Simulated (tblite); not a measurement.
# C7H12Si2: the cost of one run

Computed with tblite 0.8.0 and PySCF 2.14.0, with density-fitted response routines of our own, on a single molecule in the gas phase. Atoms are numbered from 0 throughout.

**1. The molecule as given**

21 atoms, charge 0, multiplicity 1; geometry from: force field or distance geometry start.

Bonds of the start (Å): C0–C1 1.53, C1–Si2 1.81, Si2–C3 1.80, C3–C4 1.32, C4–C5 1.42, C5–C6 1.20, C6–C7 1.46, C7–Si8 1.88, C4–C1 1.46, C0–H9 1.13, C0–H10 1.10, C0–H11 1.10, C1–H12 1.15, Si2–H13 1.47, Si2–H14 1.48, C3–H15 1.11, C7–H16 1.12, C7–H17 1.11, Si8–H18 1.45, Si8–H19 1.46, Si8–H20 1.48.

**2. Relaxing the molecule with GFN2-xTB**

What the job is given:

```
{"job": {"kind": "relax", "xc": "GFN2-xTB", "basis": "xTB"}, "charge": 0, "multiplicity": 1}
C     -2.350400    -0.952800     0.697500
C     -2.048300     0.526700     0.446700
Si    -3.108900     1.144700    -0.885300
C     -1.364500     1.268900    -1.291600
C     -0.778500     0.777700    -0.221300
C      0.576600     0.564900     0.151400
C      1.710000     0.383600     0.488400
C      3.088200     0.172200     0.930700
Si     3.769100    -1.283100    -0.052900
H     -3.479800    -1.014500     0.786900
H     -1.952300    -1.308800     1.664300
H     -2.079100    -1.586700    -0.158300
H     -2.156500     1.066400     1.453300
H     -3.896000     0.147000    -1.626800
H     -3.823800     2.419700    -0.625300
H     -0.882300     1.658400    -2.211800
H      3.082800    -0.054300     2.028900
H      3.719600     1.052300     0.689900
H      2.743800    -2.239500    -0.423500
H      4.793300    -1.970400     0.734300
H      4.428000    -0.755300    -1.266500
```

Launch:

```sh
$ OMP_NUM_THREADS=1 python probes_run.py task.json out
```

One launch serves the whole session: the jobs run in the order shown.

Q: Estimate the wall time and peak memory of this first job on 1 thread of Arm Neoverse N1, shared host.

About 1.6 s, with a peak of 0.18 GiB.
